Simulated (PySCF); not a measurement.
# Ways to converge the SCF of CaS

Do solver options change the result for CaS, or only the number of cycles?

The runs use PySCF 2.14.0; each script names its method and basis.

6 further runs of the same task are left out: 6 that didn't finish.

### Step 1. Where the work starts

CaS: 2 atoms, charge 0, spin multiplicity 1.

Bond lengths: Ca1–S2 2.395 Å.

### Step 2. The run that the others are compared with

The input, input.py:

```python
from pyscf import gto, scf

mol = gto.M(
    atom='Ca 0 0 0; S 0 0 2.395',
    basis='6-31g*',
    charge=0,
    spin=0,
    symmetry=True,
    verbose=4,
)
mf = scf.RHF(mol)
mf.kernel()
mf.analyze()
print('orbital energies (hartree):', mf.mo_energy[..., max(0, mol.nelec[1]-3):mol.nelec[0]+3].round(4))
```

Started as:

```sh
$ OMP_NUM_THREADS=1 python input.py
```

Its log is not repeated here.

It gives: E(SCF) = -1074.193500 Eh, 10 cycles, μ = 12.71 D.

The bond length is a typed value, not an optimised one.

### Step 3. Level shift 1 hartree

Run 1 changes level shift: none → 1 hartree.

The input, input.py:

```python
from pyscf import gto, scf

mol = gto.M(
    atom='Ca 0 0 0; S 0 0 2.395',
    basis='6-31g*',
    charge=0,
    spin=0,
    symmetry=True,
    verbose=4,
)
mf = scf.RHF(mol)
mf.level_shift = 1.0
mf.kernel()
mf.analyze()
print('orbital energies (hartree):', mf.mo_energy[..., max(0, mol.nelec[1]-3):mol.nelec[0]+3].round(4))
```

Started as:

```sh
$ OMP_NUM_THREADS=1 python input.py
```

### Step 4. DIIS space off

Run 2 changes DIIS space: default → off.

Changes to input.py since step 2:

```diff
@@ -11,2 +11,3 @@
 mf = scf.RHF(mol)
+mf.diis = False
 mf.kernel()
```

Q: Predict the outcome of this session. Wanted: for each run, E(SCF); from base; gap; SCF dipole.

As calculated:

| run | E(SCF) (hartree) | from base (eV) | cycles | gap (eV) | SCF dipole (D) |
| --- | --- | --- | --- | --- | --- |
| base | -1074.193500 | 0 | 10 | 5.71 | 12.71 |
| level shift 1 hartree | -1074.193500 | 0.0000 | 48 | 5.71 | 12.71 |
| DIIS space off | -1074.193500 | 0.0000 | 46 | 5.71 | 12.71 |

Distance from each run's final energy (log10 hartree) by cycle:

| run | cycle 1 | cycle 2 | cycle 3 | cycle 5 | cycle 8 | cycle 12 |
| --- | --- | --- | --- | --- | --- | --- |
| base | -1.0 | -1.0 | -3.1 | -4.4 | -7.5 | done |
| level shift 1 hartree | -1.0 | -1.3 | -1.6 | -1.9 | -2.3 | -2.9 |
| DIIS space off | -1.0 | -1.0 | -1.2 | -1.4 | -1.8 | -2.6 |

What this shows: The SCF energy stays the same, to the digits that matter, with level shift 1 hartree or DIIS space off. The base needs 10 cycles and the run with level shift 1 hartree needs 48.
